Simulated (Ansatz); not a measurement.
Predict the output of the script below (Ansatz's Python interface).

`POSCAR_ba3sr`
```text
Ba3Sr
1.0
   0.00000000    5.01282112    5.01282112
   5.01282112    0.00000000    5.01282112
   5.01282112    5.01282112    0.00000000
Ba Sr
3 1
Direct
   0.25000000    0.25000000    0.25000000
   0.75000000    0.75000000    0.75000000
   0.50000000    0.50000000    0.50000000
   0.00000000    0.00000000    0.00000000
```

`slab.py`
```python
"""A surface of Ba3Sr: energy and work function."""

import ansatz
from ase.build import surface
from ase.io import read
import numpy as np


def main() -> None:
    atoms = read("POSCAR_ba3sr", format="vasp")
    # Miller indices count the vectors of the cell as typed
    slab = surface(atoms, (1, 0, 1), 2, vacuum=6.0)
    slab.pbc = True

    print(slab.get_chemical_formula(), "area {:.3f} A^2, cell height {:.2f} A".format(np.linalg.norm(np.cross(slab.cell[0], slab.cell[1])), slab.cell[2, 2]))


    def settings(structure):
        return (
            ansatz.Crystal.from_ase(structure).calculation()
            .functional(ansatz.Functional.LDA)
            .occupations("fermi_dirac")
        )


    job = (
        settings(slab)
        .kpoints(3, 3, 1)
        .electric_field(axis=3, dipole_correction=True)
        .potential()
        .forces()
    )
    outcome = job.run(threads=1, pin="off")
    summary = outcome.report

    print(f"slab free energy {summary['free_energy_ev']:.4f} eV, Fermi level {summary['fermi_energy_ev']:.3f} eV")
    for key, value in summary["work_function"].items():
        if isinstance(value, float):
            print(f"{key:34s} {value:12.5f}")

    v = outcome.potential()
    profile = (v.v_es_ev + (0 if v.v_field_ev is None else v.v_field_ev)).mean(axis=(0, 1))
    height = outcome.lattice.cell_ang[2][2]
    print("z (A)   planar potential less the Fermi level (eV)")
    for i in range(0, len(profile), max(len(profile) // 24, 1)):
        print(f"{i * height / len(profile):6.2f} {profile[i] - summary['fermi_energy_ev']:9.3f}")


if __name__ == "__main__":
    main()
```

```console
$ python slab.py
Ba6Sr2 area 50.257 A^2, cell height 19.52 A
DeckWarning: basis.ecutwfc = 420 eV, auto-derived from the records' recommended cutoffs: set by Ba (normal level)
RunWarning: efield: at this solve's end the planar-averaged density reaches 2.78e-4 e/Å³ inside the ramp window [0.8988, 0.1012] (bound 1e-5 e/Å³); the window's nearer edge stands 4.02 Å from this solve's nearest atom along the axis. Its work functions, free energy, forces, stress, dipole, levels and responses can be off, and this figure does not tell by how much. The cell may have no vacuum along `efield.axis`. A short vacuum, a low `basis.ecutwfc` or `basis.ecutrho_ratio` and negative [...]
RunWarning: The output density's exchange-correlation potential varies sharply where the density is thin. Do not read a vacuum level from v_tot or v_xc, or from such a field of the output density. On a cell that repeats whose density bears no net charge and no dipole along the vacuum's axis use v_es (v_loc + v_h of the components); under efield.dipole_correction with no amplitude use v_es + v_field, which holds any external_charges[].barrier, or the levels of the report's work_function block, [...]
slab free energy -41563.3526 eV, Fermi level 1.575 eV
ramp_position                           0.95000
ramp_width                              0.10000
amplitude_v_ang                         0.00000
dipole_field_v_ang                      0.00552
dipole_moment_e_ang                     0.02991
phi_plus_ev                             2.47315
phi_minus_ev                            2.58395
vacuum_level_plus_ev                    4.04792
vacuum_level_minus_ev                   4.15872
flatness_plus_ev_ang                    0.03786
flatness_minus_ev_ang                   0.02626
ramp_density_extremum_e_ang3            0.00028
ramp_density_minimum_e_ang3             0.00002
ramp_density_bound_e_ang3               0.00001
ramp_density_effective_e_ang3           0.00028
plane_spacing_ang                       0.14459
z (A)   planar potential less the Fermi level (eV)
  0.00     2.537
  0.72     2.576
  1.45     2.585
  2.17     2.567
  2.89     2.506
  3.61     2.303
  4.34     1.671
  5.06    -0.477
  5.78    -6.180
  6.51    -3.931
  7.23    -0.284
  7.95    -3.192
  8.68    -4.622
  9.40    -1.311
 10.12    -0.922
 10.84    -5.960
 11.57    -3.087
 12.29    -0.294
 13.01    -3.829
 13.74    -4.958
 14.46    -0.911
 15.18     1.515
 15.90     2.172
 16.63     2.389
 17.35     2.457
 18.07     2.477
 18.80     2.496
```
(Warnings from the package without file and line, shortened.)

Total energies depend on the potentials; only differences at equal settings carry meaning. A total without «per atom» is that of the whole cell that was run. The density doesn't vanish in the vacuum (a short gap or a low cutoff), which blurs the vacuum level. The zero of the levels is a convention of the potentials, so an absolute Fermi energy is no work function. This cell is a computed structure, which may not be the phase found in nature. The slab is thin and cut from the structure as given; a cut can leave two unlike or polar faces, and the surface energy is then their mean. Miller indices refer to the vectors of the cell as typed, and the lattice isn't relaxed for this functional, so relaxation and surface energy can hold strain. The whole script took 22 s on 1 thread of Arm Neoverse V2, with other jobs on the host, peak memory 0.87 GiB.
